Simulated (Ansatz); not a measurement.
# CH₅AlF₂Si: up Jacob's ladder to CCSD(T)

One table from this session's results is given with a row withheld; the runs are named, their logs left out.

Computed with Ansatz 0.2.0, Gaussian basis. Level: functionals in def2-TZVPP, the program's frozen cores in correlated methods.

Plan: PBE-D4, r2SCAN-D4, PBE0-D4, B3LYP-D4, ωB97X-V, ωB97M-V, B2PLYP; CCSD(T)/def2-TZVPP; MP2/def2-QZVPP; extrapolation to the limit.

### The relaxed structure

All runs share one geometry, relaxed beforehand with PBE0-D4 in a triple-zeta def2 set.

SMILES `F[CH](F)[AlH][SiH3]`, 10 atoms, charge 0, spin multiplicity 1.

Atoms are counted from 1 here; the program's logs count them from 0.

Bond lengths: F1–C2 1.332 Å, C2–F3 1.538 Å, C2–Al4 1.971 Å, C2–H6 1.092 Å, Al4–Si5 2.447 Å, Al4–H7 1.580 Å, Si5–H8 1.492 Å, Si5–H9 1.491 Å, Si5–H10 1.491 Å. Angles: F1–C2–F3 105.5°, F1–C2–Al4 123.3°, F1–C2–H6 108.8°, F3–C2–Al4 67.8°, F3–C2–H6 102.2°, Al4–C2–H6 127.8°, C2–Al4–Si5 117.2°, C2–Al4–H7 115.8°, Si5–Al4–H7 126.9°, Al4–Si5–H8 110.7°, Al4–Si5–H9 112.1°, Al4–Si5–H10 111.7°, H8–Si5–H9 107.2°, H8–Si5–H10 107.2°, H9–Si5–H10 107.6°.

Set-up of the first run:

File in.yaml:

```yaml
crystal:
  periodic: [false, false, false]
  atoms:
    - {symbol: F, position_ang: [-2.789420, 1.096728, 0.837893]}
    - {symbol: C, position_ang: [-1.495074, 1.019597, 0.532777]}
    - {symbol: F, position_ang: [-0.836843, 0.283166, 1.711509]}
    - {symbol: Al, position_ang: [-0.614285, -0.651176, -0.032153]}
    - {symbol: Si, position_ang: [1.711670, -0.494382, -0.775039]}
    - {symbol: H, position_ang: [-1.055217, 2.015853, 0.609114]}
    - {symbol: H, position_ang: [-1.523450, -1.943561, -0.028318]}
    - {symbol: H, position_ang: [1.808912, -0.686324, -2.251357]}
    - {symbol: H, position_ang: [2.574796, -1.529744, -0.138735]}
    - {symbol: H, position_ang: [2.302210, 0.838843, -0.462691]}
basis:
  gaussian: {orbitals: def2-TZVPP}
hamiltonian: {xc: pbe, dispersion: d4}
output: {forces: true, orbitals: {seedname: orbitals}}
```

Started as:

```
$ ansatz run in.yaml --threads 4 --pin off --events-out ev --progress --plain --max-ram 10444MiB
```

Among the steps run: PBE-D4 (GGA); r2SCAN-D4 (meta-GGA); PBE0-D4 (hybrid); B3LYP-D4 (hybrid); ωB97X-V (range-separated); ωB97M-V (range-separated); B2PLYP (double hybrid); CCSD(T) in def2-TZVPP; MP2 in def2-QZVPP.

One table of the session follows, with a row left open; its other results are not shown here.

| method | atomisation energy (kcal/mol) |
| --- | --- |
| PBE-D4 | 752.3 |
| r2SCAN-D4 | 746.0 |
| PBE0-D4 | 736.0 |
| B3LYP-D4 | 739.1 |
| ωB97X-V | 748.2 |
| ωB97M-V | 743.4 |
| B2PLYP | 730.9 |
| HF/def2-TZVPP | 533.4 |
| MP2/def2-TZVPP | 731.5 |
| CCSD/def2-TZVPP | ? |
| CCSD(T)/def2-TZVPP | 722.2 |
| MP2/CBS | 752.4 |
| CCSD(T)/CBS | 743.0 |

Q: Estimate the row for CCSD/def2-TZVPP from the others.

**Answer.** atomisation energy (kcal/mol): 710.8. In the column «atomisation energy (kcal/mol)» it lies between HF/def2-TZVPP (533.4) and CCSD(T)/def2-TZVPP (722.2).

Among the levels timed on like hardware and quicker than the yardstick, those that no quicker one beats, quickest first: PBE-D4 (1.7 s, +9.3 kcal/mol); PBE0-D4 (2 s, -7.1 kcal/mol); r2SCAN-D4 (2.8 s, +3.0 kcal/mol); ωB97M-V (7 s, +0.3 kcal/mol).

B2PLYP carry no dispersion term (for B3LYP, D4 adds 6.9 kcal/mol).

Limits of these values: Free atoms (2 F, 1 C, 1 Al, 1 Si, 5 H) were run apart at each level; the atomisation energy is their sum less the molecule, without zero-point or spin-orbit terms.
